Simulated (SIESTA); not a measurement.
Crystal: In3As.

```
In As
1.0
     4.67168    0.00000    0.00000
     0.00000    4.67168    0.00000
     0.00000    0.00000    4.67168
In As
3 1
Direct
  0.50000 0.50000 0.00000
  0.50000 0.00000 0.50000
  0.00000 0.50000 0.50000
  0.00000 0.00000 0.00000
```

The cell comes from a database or a generator and needn't be the stable form of this composition.

* Program: SIESTA 5.4.2
* Task: single point
* Functional: PBEsol
* Potentials or basis: PseudoDojo 0.4 standard (PBEsol files)
* Basis: DZP (energy shift 0.003 Ry; two zetas on semicore shells)
* Grid cutoff: 500 Ry
* Energy shift: 0.003 Ry
* k mesh: 6 × 6 × 6
* Occupations: fermi-dirac, width 0.05 eV
* Spin: no spin polarisation

On this cell: pressure -1.5 GPa; largest force zero by symmetry; band gap on the k mesh none (metal or under the smearing width).

The same run follows on a disturbed copy (atoms moved at random, drawn with an rms of 0.05 Å):

```xyz
4
Lattice="4.6717 0.0000 0.0000 0.0000 4.6717 0.0000 0.0000 0.0000 4.6717" Properties=species:S:1:pos:R:3 pbc="T T T"
In    2.3492    2.3265   -0.0416
In    2.3066   -0.0548    2.3151
In   -0.0457    2.3241    2.3837
As   -0.0050    0.0390   -0.0137
```

Problem. What changes?

Solution. The energy (extrapolated to zero smearing) moves by +1.5 meV/atom; pressure -1.4 GPa; largest force 0.184 eV/Å; band gap on the k mesh none (metal or under the smearing width).

Forces in eV/Å, atoms in the order of the input:
```
In  -0.074 -0.065  0.155
In  -0.043  0.060 -0.071
In   0.084 -0.061 -0.118
As   0.032  0.066  0.035
```

Stress tensor (GPa, compression positive):
```
-1.42 -0.04 -0.05
-0.04 -1.48 -0.04
-0.05 -0.04 -1.41
```

Caveats: the basis of atomic orbitals isn't converged, which shifts pressures, moduli and gaps.
